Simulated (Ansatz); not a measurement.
# H₁₉N₃Si₆Sn: basis-set convergence

Aim: see how fast density functionals converge with the basis set for H₁₉N₃Si₆Sn.

Method: one geometry, several basis sets; program: Ansatz 0.2.0, Gaussian basis.

Levels to be run: PBE0-D4/def2-SVP; ωB97M-V/def2-SVP; PBE0-D4/def2-QZVPP; ωB97M-V/def2-QZVPP; the functionals' def2-TZVPP values are taken from earlier runs.

## 1. Structure used throughout

An earlier PBE0-D4 in a triple-zeta def2 set relaxation fixed the geometry. Sn takes the def2 core potential; no spin-orbit term is included.

SMILES `[SiH3][N]([SiH3])[SnH]([N]([SiH3])[SiH3])[N]([SiH3])[SiH3]`, 29 atoms, charge 0, spin multiplicity 1.

Atoms are counted from 1 here; the program's logs count them from 0.

Bond lengths: Si1–N2 1.733 Å, Si1–H11 1.489 Å, Si1–H12 1.486 Å, Si1–H13 1.488 Å, N2–Si3 1.730 Å, N2–Sn4 2.024 Å, Si3–H14 1.489 Å, Si3–H15 1.486 Å, Si3–H16 1.491 Å, Sn4–N5 2.023 Å, Sn4–N8 2.023 Å, Sn4–H17 1.696 Å, N5–Si6 1.733 Å, N5–Si7 1.730 Å, Si6–H18 1.488 Å, Si6–H19 1.489 Å, Si6–H20 1.486 Å, Si7–H21 1.489 Å and more. Angles: N2–Si1–H11 107.0°, N2–Si1–H12 111.8°, N2–Si1–H13 112.1°, H11–Si1–H12 109.3°, H11–Si1–H13 108.5°, H12–Si1–H13 108.1°, Si1–N2–Si3 120.9°, Si1–N2–Sn4 119.6°, Si3–N2–Sn4 119.3°, N2–Si3–H14 112.1°, N2–Si3–H15 111.9°, N2–Si3–H16 107.2°, H14–Si3–H15 108.1°, H14–Si3–H16 108.4°, H15–Si3–H16 109.1°, N2–Sn4–N5 104.9°, N2–Sn4–N8 104.8°, N2–Sn4–H17 113.7° and more.

## 2. PBE0-D4 in def2-SVP

in.yaml

```yaml
crystal:
  periodic: [false, false, false]
  atoms:
    - {symbol: Si, position_ang: [-0.183637, 1.007355, 2.516007]}
    - {symbol: N, position_ang: [0.034887, -0.546577, 1.779724]}
    - {symbol: Si, position_ang: [-0.231271, -2.000888, 2.677345]}
    - {symbol: Sn, position_ang: [0.739871, -0.665609, -0.113290]}
    - {symbol: N, position_ang: [1.262171, 1.229413, -0.593513]}
    - {symbol: Si, position_ang: [0.231359, 2.167533, -1.623965]}
    - {symbol: Si, position_ang: [2.786254, 1.849330, -0.060092]}
    - {symbol: N, position_ang: [-0.887876, -1.059562, -1.248947]}
    - {symbol: Si, position_ang: [-2.463465, -1.027885, -0.527040]}
    - {symbol: Si, position_ang: [-0.676178, -1.535351, -2.898333]}
    - {symbol: H, position_ang: [-0.796263, 0.772835, 3.852946]}
    - {symbol: H, position_ang: [-1.079169, 1.877573, 1.710993]}
    - {symbol: H, position_ang: [1.107919, 1.722150, 2.706303]}
    - {symbol: H, position_ang: [0.700078, -2.125424, 3.832230]}
    - {symbol: H, position_ang: [-1.621444, -2.085650, 3.195189]}
    - {symbol: H, position_ang: [0.014016, -3.142196, 1.749396]}
    - {symbol: H, position_ang: [1.995217, -1.789791, -0.305147]}
    - {symbol: H, position_ang: [0.136944, 1.591413, -2.992971]}
    - {symbol: H, position_ang: [0.834662, 3.525465, -1.721904]}
    - {symbol: H, position_ang: [-1.144259, 2.280089, -1.074322]}
    - {symbol: H, position_ang: [3.714010, 2.109225, -1.195178]}
    - {symbol: H, position_ang: [2.632837, 3.112057, 0.708104]}
    - {symbol: H, position_ang: [3.398504, 0.813753, 0.821220]}
    - {symbol: H, position_ang: [-2.627467, -2.089903, 0.502629]}
    - {symbol: H, position_ang: [-3.446456, -1.270996, -1.618897]}
    - {symbol: H, position_ang: [-2.752062, 0.282581, 0.110588]}
    - {symbol: H, position_ang: [-1.103776, -2.941631, -3.135316]}
    - {symbol: H, position_ang: [-1.434386, -0.659898, -3.829313]}
    - {symbol: H, position_ang: [0.779380, -1.427709, -3.204251]}
basis:
  gaussian: {orbitals: def2-SVP}
hamiltonian: {xc: pbe0, dispersion: d4}
output: {orbitals: {seedname: orbitals}}
```

The run is started by

```bash
$ ansatz run in.yaml --threads 11 --pin off --events-out ev --progress --plain --max-ram 174080MiB --backend cuda --devices 0, --max-vram 75GiB
```

After this run come: ωB97M-V in def2-SVP; PBE0-D4 in def2-QZVPP; ωB97M-V in def2-QZVPP.

Q: Predict the results of all the runs planned. Wanted: PBE0-D4: double and triple zeta above quadruple; ωB97M-V: double and triple zeta above quadruple.

**Answer**, as computed:

```
                                       quantity           value
PBE0-D4: double and triple zeta above quadruple  24.78, 2.02 eV
ωB97M-V: double and triple zeta above quadruple  24.99, 1.86 eV
```

**Reading.** For PBE0-D4 the step from double to triple zeta gains 22.76 eV and the next only 2.02 eV. These are total energies; as a rule much of such shifts cancels in differences, which this series doesn't test. The LUMO of ωB97M-V is positive and keeps falling with the basis (1.09 to 0.56 eV): an unbound level that the basis holds in place.
